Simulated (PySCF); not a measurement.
# CsP: bond curves at several levels of theory

What are the lowest state that PBE0 finds, the bond length, vibrational wavenumber and bond energy of CsP, and how much do these hang on the method?

Computed with PySCF 2.14.0. Level: Cs def2-SVP with ECP46, P def2-SVP, scalar-relativistic core potentials.

## 1. The job

Settings of the job:

| Property | Result |
| --- | --- |
| atoms | Cs, P |
| charge | 0 |
| basis | Cs def2-SVP with ECP46, P def2-SVP |
| Hamiltonian | scalar-relativistic core potentials |
| basis functions | 42 |
| electrons treated | 24 |
| masses in u | 132.9054, 30.9738 |
| levels | PBE0, PBE, r²SCAN, PBEsol, BLYP, M06-2X, HSE06, HF, MP2, SCS-MP2, CCSD, CCSD(T) |
| grid | 80 radial by 434 angular points |
| occupations | held fixed by the projection of orbital angular momentum |
| dissociation limit | Cs + P, each in its ground configuration |
| starting distance in angstrom | 3.270 |
| values of 2S to try | 0, 2, 4 |

Run with:

```bash
OMP_NUM_THREADS=1 python dia.py task.json out
```

Further steps of the session: PBE0 along the bond; Higher solutions at PBE0; PBE (GGA); r²SCAN; PBEsol (GGA); BLYP (GGA); M06-2X; HSE06; UHF; MP2 and coupled cluster.

Q: Predict the outcome of this session. Wanted: for each run, Re; ωe; De; μ.

**Answer**, as computed:

Lowest PBE0 solution found, without spin–orbit coupling: ³Σ⁻ (triplet), unpaired electrons π ↑↑. State 2 has its PBE0 minimum 0.21 eV higher. State 3 has its PBE0 minimum 0.35 eV higher, as a spin-mixed determinant (⟨S²⟩ = 1.01), so this is no gap between pure states. State 4 has its PBE0 minimum 0.54 eV higher, as a spin-mixed determinant (⟨S²⟩ = 1.01), so this is no gap between pure states. The other levels ran on the lowest alone.

| level | Re (Å) | ωe (cm⁻¹) | De (eV) | μ (D) |
| --- | --- | --- | --- | --- |
| PBE | 3.357 | 158.6 | 1.34 | -7.70 |
| PBEsol | 3.317 | 165.6 | 1.41 | -7.68 |
| BLYP | 3.406 | 149.9 | 1.29 | -7.31 |
| r²SCAN | 3.368 | 159.2 | 1.24 | -8.74 |
| PBE0 | 3.333 | 168.0 | 1.23 | -9.02 |
| HSE06 | 3.339 | 166.4 | 1.23 | -8.79 |
| M06-2X | 3.314 | 176.9 | 1.28 | -9.69 |

De is counted to Cs + P in their ground configurations. A positive dipole means Cs(−)P(+). No constants: UHF (fits of two degrees disagree); UHF-MP2 (the points don't follow one smooth fit); UHF-SCS-MP2 (the points don't follow one smooth fit); UHF-CCSD (the points don't follow one smooth fit); UHF-CCSD(T) (the points don't follow one smooth fit).

Bond lengths run from 3.314 Å (M06-2X) to 3.406 Å (BLYP). Among the levels with a De in the table, it runs from 1.23 eV (PBE0) to 1.41 eV (PBEsol).

Correlated steps freeze 5 core orbitals. These are scalar-relativistic numbers at best; spin–orbit coupling would shift them, the dissociation energy most. T1 is 0.034 near the minimum (highest on the curve 0.072), which may point to more than one leading configuration. With spin–orbit coupling the term label itself may not hold.
